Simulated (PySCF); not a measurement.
# Si2H4ClO2 (SMILES O[SiH][SiH](O)Cl): UMP2/ANO-RCC-MB (sfX2C)

Aim: the vertical doublet–quartet gap of Si2H4ClO2 at UMP2/ANO-RCC-MB (sfX2C), from 2 runs. The job is set up through a Python script.

Program for the calculation: PySCF 2.14.0.

**1. Starting point**

Si2H4ClO2 has 9 atoms, charge 0, and is taken as a doublet. SMILES: `O[SiH][SiH](O)Cl`. The shape is that of a PBE0-D4/def2-TZVP optimisation. This is one conformer, not always the lowest.

Bond lengths: O1–Si2 1.654 Å, Si2–Si3 2.331 Å, Si3–O4 1.639 Å, Si3–Cl5 2.069 Å, O1–H6 0.959 Å, Si2–H7 1.496 Å, Si3–H8 1.485 Å, O4–H9 0.960 Å. Some angles: O1–Si2–Si3 110.0°, Si2–Si3–O4 111.9°, Si2–Si3–Cl5 104.2°, O4–Si3–Cl5 111.0°, O1–Si2–H7 110.9°, Si3–Si2–H7 112.1°, Si2–O1–H6 117.7°, Si2–Si3–H8 113.6°, O4–Si3–H8 110.3°, Cl5–Si3–H8 105.5°.

**2. The energy at UMP2/ANO-RCC-MB (sfX2C)**

calc.py

```python
# O[SiH][SiH](O)Cl
from pyscf import gto, mp

mol = gto.M(
    atom='''
O     -1.402555     2.270695    -3.476151
Si     1.214716     1.394996    -2.008401
Si     0.305758    -1.749319     0.940517
O     -1.826420    -0.830346     2.989925
Cl     3.729375    -2.439447     2.696450
H     -1.420129     3.901718    -4.265112
H      2.505210     3.618259    -0.831668
H     -0.445597    -4.191224    -0.219208
H     -2.493305    -2.062636     4.141524
''',
    max_memory=1860,
    verbose=3,
    spin=1,
    basis='ano-rcc-mb',
    unit='bohr',
)

mf = mol.UHF()
mf = mf.x2c()
mf.conv_tol = 1e-10
mf.kernel()
if not mf.converged:
    mf = mf.newton().run(mf.mo_coeff, mf.mo_occ)

pt = mp.MP2(mf, frozen=17).run()
e_tot = pt.e_tot
print(f'total energy: {e_tot:.8f} hartree')
```

Started as:

```bash
$ OMP_NUM_THREADS=1 python calc.py
```

Output:

```text
converged SCF energy = -1191.89983987168  <S^2> = 0.75269386  2S+1 = 2.002692
E(UMP2) = -1192.03192803149  E_corr = -0.132088159811826
E(SCS-UMP2) = -1192.03928237725  E_corr = -0.139442505571508
total energy: -1192.03192803 hartree
```

Run time: 6.3 s. Hardware: 1 thread of Intel Xeon Platinum 8488C (Sapphire Rapids), shared host; peak memory 0.16 GiB.

**3. The quartet at the same level**

input.xyz

```xyz
9

O     -0.742200     1.201600    -1.839500
Si     0.642800     0.738200    -1.062800
Si     0.161800    -0.925700     0.497700
O     -0.966500    -0.439400     1.582200
Cl     1.973500    -1.290900     1.426900
H     -0.751500     2.064700    -2.257000
H      1.325700     1.914700    -0.440100
H     -0.235800    -2.217900    -0.116000
H     -1.319400    -1.091500     2.191600
```

calc.py

```python
from pyscf import gto, mp

mol = gto.M(
    atom='input.xyz',
    spin=3,
    max_memory=1860,
    basis='ano-rcc-mb',
    verbose=4,
)

mf = mol.UHF()
mf = mf.x2c()
mf.conv_tol = 1e-10
mf.kernel()
if not mf.converged:
    mf = mf.newton().run(mf.mo_coeff, mf.mo_occ)

pt = mp.MP2(mf, frozen=17).run()
etot = pt.e_tot
print(f'total energy: {etot:.8f} hartree')
```

Started as:

```bash
$ OMP_NUM_THREADS=1 python calc.py
```

Output:

```text
PySCF version 2.14.0

[INPUT] num. atoms = 9
[INPUT] num. electrons = 65
[INPUT] charge = 0
[INPUT] spin (= nelec alpha-beta = 2S) = 3
[INPUT] symmetry False subgroup None
[INPUT] Mole.unit = angstrom
[INPUT] Symbol           X                Y                Z      unit          X                Y                Z       unit  Magmom
[INPUT]  1 O     -0.742200000000   1.201600000000  -1.839500000000 AA   -1.402554729652   2.270694911277  -3.476151206137 Bohr   0.0
[INPUT]  2 Si     0.642800000000   0.738200000000  -1.062800000000 AA    1.214715952870   1.394995825154  -2.008400925188 Bohr   0.0
[INPUT]  3 Si     0.161800000000  -0.925700000000   0.497700000000 AA    0.305757686955  -1.749319473510   0.940516692196 Bohr   0.0
[INPUT]  4 O     -0.966500000000  -0.439400000000   1.582200000000 AA   -1.826420299392  -0.830345659134   2.989924674287 Bohr   0.0
[INPUT]  5 Cl     1.973500000000  -1.290900000000   1.426900000000 AA    3.729374506829  -2.439447454201   2.696450207142 Bohr   0.0
[INPUT]  6 H     -0.751500000000   2.064700000000  -2.257000000000 AA   -1.420129182611   3.901717529389  -4.265111863143 Bohr   0.0
[INPUT]  7 H      1.325700000000   1.914700000000  -0.440100000000 AA    2.505209923336   3.618258610705  -0.831668467421 Bohr   0.0
[INPUT]  8 H     -0.235800000000  -2.217900000000  -0.116000000000 AA   -0.445597420172  -4.191223571673  -0.219208230450 Bohr   0.0
[INPUT]  9 H     -1.319400000000  -1.091500000000   2.191600000000 AA   -2.493304648751  -2.062636064963   4.141523774597 Bohr   0.0

nuclear repulsion = 347.888445951762
number of shells = 14
number of NR pGTOs = 273
number of NR cGTOs = 41
basis = ano-rcc-mb
ecp = {}

******** <class 'pyscf.x2c.sfx2c1e.sfX2C1eUHF'> ********
method = sfX2C1eUHF
initial guess = minao
damping factor = 0
level_shift factor = 0
DIIS = <class 'pyscf.scf.diis.CDIIS'>
diis_start_cycle = 1
diis_space = 8
diis_damp = 0
SCF conv_tol = 1e-10
SCF conv_tol_grad = None
SCF max_cycles = 50
direct_scf = True
direct_scf_tol = 1e-13
number electrons alpha = 34  beta = 31

******** <class 'pyscf.x2c.sfx2c1e.SpinFreeX2CHelper'> ********
approx = 1e
xuncontract = 1
Set gradient conv threshold to 1e-05
init E= -1192.64092669884
[... the frontier-level lines of each cycle are left out ...]


cycle= 1 E= -1191.43384375707  delta_E= 1.21  |g|= 0.402  |ddm|= 3.22


cycle= 2 E= -1191.56012257776  delta_E= -0.126  |g|= 0.189  |ddm|= 1.18


cycle= 3 E= -1191.59153189987  delta_E= -0.0314  |g|= 0.0472  |ddm|= 0.387


cycle= 4 E= -1191.60024890919  delta_E= -0.00872  |g|= 0.0321  |ddm|= 0.342


cycle= 5 E= -1191.60691245659  delta_E= -0.00666  |g|= 0.0283  |ddm|= 0.311
cycle= 6 E= -1191.61531703793  delta_E= -0.0084  |g|= 0.0231  |ddm|= 0.457
cycle= 7 E= -1191.62055068997  delta_E= -0.00523  |g|= 0.0168  |ddm|= 0.332
cycle= 8 E= -1191.62403612084  delta_E= -0.00349  |g|= 0.0123  |ddm|= 0.267
cycle= 9 E= -1191.62619144398  delta_E= -0.00216  |g|= 0.00923  |ddm|= 0.271
cycle= 10 E= -1191.62774761555  delta_E= -0.00156  |g|= 0.00572  |ddm|= 0.367
cycle= 11 E= -1191.62805661381  delta_E= -0.000309  |g|= 0.00378  |ddm|= 0.103
cycle= 12 E= -1191.62812100432  delta_E= -6.44e-05  |g|= 0.00403  |ddm|= 0.0504
cycle= 13 E= -1191.62827483845  delta_E= -0.000154  |g|= 0.0025  |ddm|= 0.103
cycle= 14 E= -1191.62832577605  delta_E= -5.09e-05  |g|= 0.00197  |ddm|= 0.0678
cycle= 15 E= -1191.62838401583  delta_E= -5.82e-05  |g|= 0.00109  |ddm|= 0.0501
cycle= 16 E= -1191.62839793449  delta_E= -1.39e-05  |g|= 0.000695  |ddm|= 0.021
cycle= 17 E= -1191.62840266227  delta_E= -4.73e-06  |g|= 0.000542  |ddm|= 0.00879
cycle= 18 E= -1191.62840538136  delta_E= -2.72e-06  |g|= 0.000476  |ddm|= 0.00792
cycle= 19 E= -1191.62840851345  delta_E= -3.13e-06  |g|= 0.000443  |ddm|= 0.00529
cycle= 20 E= -1191.62841685984  delta_E= -8.35e-06  |g|= 0.000354  |ddm|= 0.0165
cycle= 21 E= -1191.6284263376  delta_E= -9.48e-06  |g|= 0.000184  |ddm|= 0.0304
cycle= 22 E= -1191.62842809479  delta_E= -1.76e-06  |g|= 9.13e-05  |ddm|= 0.0138
cycle= 23 E= -1191.62842838974  delta_E= -2.95e-07  |g|= 3.38e-05  |ddm|= 0.00676
cycle= 24 E= -1191.62842840332  delta_E= -1.36e-08  |g|= 1.51e-05  |ddm|= 0.00141
cycle= 25 E= -1191.62842840455  delta_E= -1.23e-09  |g|= 6.9e-06  |ddm|= 0.000325
cycle= 26 E= -1191.62842840483  delta_E= -2.81e-10  |g|= 4.31e-06  |ddm|= 0.00011
cycle= 27 E= -1191.628428405  delta_E= -1.67e-10  |g|= 3.37e-06  |ddm|= 3.85e-05
cycle= 28 E= -1191.62842840521  delta_E= -2.14e-10  |g|= 1.83e-06  |ddm|= 8.92e-05
cycle= 29 E= -1191.62842840525  delta_E= -3.59e-11  |g|= 1.02e-06  |ddm|= 5.3e-05
Extra cycle  E= -1191.62842840525  delta_E= -4.09e-12  |g|= 8.27e-07  |ddm|= 4.25e-06
converged SCF energy = -1191.62842840525  <S^2> = 3.7559703  2S+1 = 4.002984

******** <class 'pyscf.mp.ump2.UMP2'> ********
nocc = (np.int64(17), np.int64(14)), nmo = (24, 24)
frozen orbitals 17
E(UMP2) = -1191.75290439299  E_corr = -0.124475987733291
E(SCS-UMP2) = -1191.7586796319  E_corr = -0.130251226649101
E_corr(same-spin) = -0.0220614907279021
E_corr(oppo-spin) = -0.102414497005389
total energy: -1191.75290439 hartree
```

Wall time 6 s (1 thread of Intel Xeon Platinum 8488C (Sapphire Rapids), shared host); peak memory 0.16 GiB.

**4. Results**

At UMP2/ANO-RCC-MB (sfX2C), 17 core orbitals frozen:

| quantity | value |
| --- | --- |
| doublet: total energy | -1192.03193 Eh |
| doublet: dipole moment (Hartree–Fock density) | 1.80 D |
| doublet: HOMO energy (Hartree–Fock orbitals) (highest over α and β) | -9.49 eV |
| doublet: LUMO energy (Hartree–Fock orbitals) (lowest over α and β) | 0.55 eV |
| doublet: correlation energy (17 core orbitals frozen) | -132.1 mEh |
| doublet: ⟨S²⟩ of the reference determinant | 0.753 |
| quartet: total energy | -1191.75290 Eh |
| quartet: dipole moment (Hartree–Fock density) | 2.74 D |
| quartet: HOMO energy (Hartree–Fock orbitals) (highest over α and β) | -4.37 eV |
| quartet: LUMO energy (Hartree–Fock orbitals) (lowest over α and β) | -3.12 eV |
| quartet: correlation energy (17 core orbitals frozen) | -124.5 mEh |
| quartet: ⟨S²⟩ of the reference determinant | 3.756 |
| vertical energy of the quartet above the doublet | 7.593 eV |

What this shows: At this shape the quartet lies 7.59 eV (175 kcal/mol) above the doublet. In a minimal basis such a difference can be off by several eV, whatever the method. Mulliken charges (doublet) of the mean-field density run from -0.82 on O4 to +0.83 on Si3. Mulliken charges (quartet) of the mean-field density run from -0.81 on O4 to +0.54 on Si2; they depend strongly on the basis.
